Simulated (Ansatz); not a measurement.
Turn this script for Ansatz 0.2.0 through its Python package into the input file that the command-line program reads.

Script `energy.py`:
```python
import logging
import sys

import ansatz as az

logging.basicConfig(stream=sys.stdout, format="[%(levelname)s] %(message)s")
logger = logging.getLogger("ansatz_job")
logger.setLevel(logging.INFO)

molecule = (
    az.Crystal.molecule()
    .atom("C", (2.1712, -0.0796, 0.0101))
    .atom("C", (0.7036, -0.2474, -0.3782))
    .atom("C", (-0.1745, -0.4736, 0.8723))
    .atom("C", (-1.6185, -0.2649, 0.468))
    .atom("Si", (-1.4268, 0.947, -0.8912))
    .atom("O", (0.2771, 0.8882, -1.1013))
    .atom("H", (2.3037, 0.8219, 0.6457))
    .atom("H", (2.7908, 0.0356, -0.9045))
    .atom("H", (2.5256, -0.9734, 0.5667))
    .atom("H", (0.6266, -1.142, -1.0388))
    .atom("H", (0.0916, 0.263, 1.6639))
    .atom("H", (-0.028, -1.4985, 1.2774))
    .atom("H", (-2.0573, -1.2055, 0.0723))
    .atom("H", (-2.2283, 0.1413, 1.3024))
    .atom("H", (-2.1203, 0.4975, -2.1072))
    .atom("H", (-1.8366, 2.2906, -0.4578))
)

setup = (
    molecule.calculation()
    .basis(gaussian="def2-SVP")
    .functional("pbe0")
)
result = setup.run()
r = result.report

logger.info(f"E = {r['free_energy_ev']:.6f} eV = {r['free_energy_ev'] / 27.211386246:.7f} Ha")
print("converged:", r["converged"], " doubts:", r["published_state_doubts"] or "none")

state = r["mean_field"]["state"]
logger.info(f"mean field: {state['energy']['hartree']:.7f} Ha, <S^2> = {abs(state['spin_squared']):.4f}, stability: {state.get('stability', {}).get('kind')}")
```

```console
$ python energy.py
[INFO] E = -14218.845344 eV = -522.5329285 Ha
converged: True  doubts: none
[INFO] mean field: -522.5329285 Ha, <S^2> = 0.0000, stability: minimum
```

`input.yaml`:
```yaml
crystal:
  periodic: [false, false, false]
  atoms:
    - { symbol: C, position_ang: [2.1712, -0.0796, 0.0101] }
    - { symbol: C, position_ang: [0.7036, -0.2474, -0.3782] }
    - { symbol: C, position_ang: [-0.1745, -0.4736, 0.8723] }
    - { symbol: C, position_ang: [-1.6185, -0.2649, 0.468] }
    - { symbol: Si, position_ang: [-1.4268, 0.947, -0.8912] }
    - { symbol: O, position_ang: [0.2771, 0.8882, -1.1013] }
    - { symbol: H, position_ang: [2.3037, 0.8219, 0.6457] }
    - { symbol: H, position_ang: [2.7908, 0.0356, -0.9045] }
    - { symbol: H, position_ang: [2.5256, -0.9734, 0.5667] }
    - { symbol: H, position_ang: [0.6266, -1.142, -1.0388] }
    - { symbol: H, position_ang: [0.0916, 0.263, 1.6639] }
    - { symbol: H, position_ang: [-0.028, -1.4985, 1.2774] }
    - { symbol: H, position_ang: [-2.0573, -1.2055, 0.0723] }
    - { symbol: H, position_ang: [-2.2283, 0.1413, 1.3024] }
    - { symbol: H, position_ang: [-2.1203, 0.4975, -2.1072] }
    - { symbol: H, position_ang: [-1.8366, 2.2906, -0.4578] }
basis:
  gaussian: { orbitals: def2-SVP }
hamiltonian:
  xc: pbe0
```

On the command line:
```console
$ ansatz run input.yaml --threads 1 --pin off --max-ram 4096MiB --backend cpu --events-out ev --progress --plain --runs-dir out
Engine: ansatz 0.2.0, aarch64-unknown-linux-gnu
Functional definition: PBE0
  parameter a = 0.25
  parameter kappa = 0.804
  parameter beta = 0.06672455060314922
  exchange = (1 - a)*pbe_x(kappa = kappa, mu = beta*pi^2/3) + a*exact_x
  correlation = pbe_c(beta = beta)
1551 factors; their error is unknown
mean field evaluation 1: about -14210.3005 eV, gradient 6.0e1 eV
mean field evaluation 2: about -14205.1252 eV, gradient 7.7e1 eV
mean field evaluation 4: about -14218.7884 eV, gradient 3.9e0 eV
mean field evaluation 8: about -14218.8144 eV, gradient 2.3e-2 eV
mean field evaluation 16: about -14218.8453 eV, gradient 3.6e-5 eV
mean field -14218.84531394 eV, -522.5329274077 hartree, gradient 3.6e-5 eV, S^2 0.000000; 0 other end points of the search recorded, 0 dependent functions left out
reference -14218.84534434 eV, -522.5329285249 hartree; 28, 28 occupied and 110, 110 virtual orbitals, 1551 factors
Total energy: -14218.84534434 eV, -522.5329285249 hartree
```

Total energies depend on the basis set; only differences at equal settings carry meaning. The geometry is a force-field or estimated start, not a minimum of this method, and the basis set is short of its limit. Timing: 7 s on 1 thread of Arm Neoverse V1, on a shared host, peak memory 0.35 GiB.

(Lines on the test bed's own set-up are left out of the output.)
